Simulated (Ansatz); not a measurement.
Run this with the Python package of Ansatz (0.2.0) and show what comes out.

Script `run_bend.py`:
```python
'''Energy of BF2HS against one bond angle.'''

import warnings

import ansatz as az
from ase import Atoms


def main() -> None:
    warnings.simplefilter('ignore', az.DeckWarning)

    atoms = Atoms(['F', 'B', 'F', 'S', 'H'], positions=[
        [0.935, -1.5542, 0.127],
        [-0.1245, -0.4859, 0.2488],
        [-0.9098, -0.3679, 1.4609],
        [-0.369, 0.7208, -1.1725],
        [0.5181, 1.6135, -0.7056],
    ])

    # start the scan from a relaxed geometry
    first = (
        az.Crystal.molecule_from_ase(atoms).calculation()
        .basis(gaussian='def2-SVP')
        .functional('hf')
        .relax(force_tolerance=0.02, max_steps=80)
    )
    atoms.positions = first.run(threads=1, backend='cpu').report['positions_ang']

    rows = []
    for angle in [90, 100, 110, 120, 135, 150, 165, 179]:
        bent = atoms.copy()
        bent.set_angle(1, 3, 4, angle, indices=[4])
        base = (
            az.Crystal.molecule_from_ase(bent).calculation()
            .basis(gaussian='def2-SVP')
            .functional('hf')
        )
        rows.append((angle, base.run(threads=1, backend='cpu').report['free_energy_ev']))
    floor = min(e for _, e in rows)
    for angle, e in rows:
        print(f'angle B1-S3-H4 = {angle:3d} deg   {1000 * (e - floor):9.1f} meV')


if __name__ == '__main__':
    main()
```

Output of `python run_bend.py`:
```text
angle B1-S3-H4 =  90 deg        21.4 meV
angle B1-S3-H4 = 100 deg         0.0 meV
angle B1-S3-H4 = 110 deg       126.8 meV
angle B1-S3-H4 = 120 deg       384.2 meV
angle B1-S3-H4 = 135 deg       967.6 meV
angle B1-S3-H4 = 150 deg      1684.4 meV
angle B1-S3-H4 = 165 deg      2334.1 meV
angle B1-S3-H4 = 179 deg      2621.0 meV
```

The scan is rigid, and the energies are electronic, in a modest basis. The zero is the lowest point of the grid, which needn't be the minimum. Run time: 8.8 s on 1 thread of Arm Neoverse V2, with other jobs on the host, peak memory 0.18 GiB.
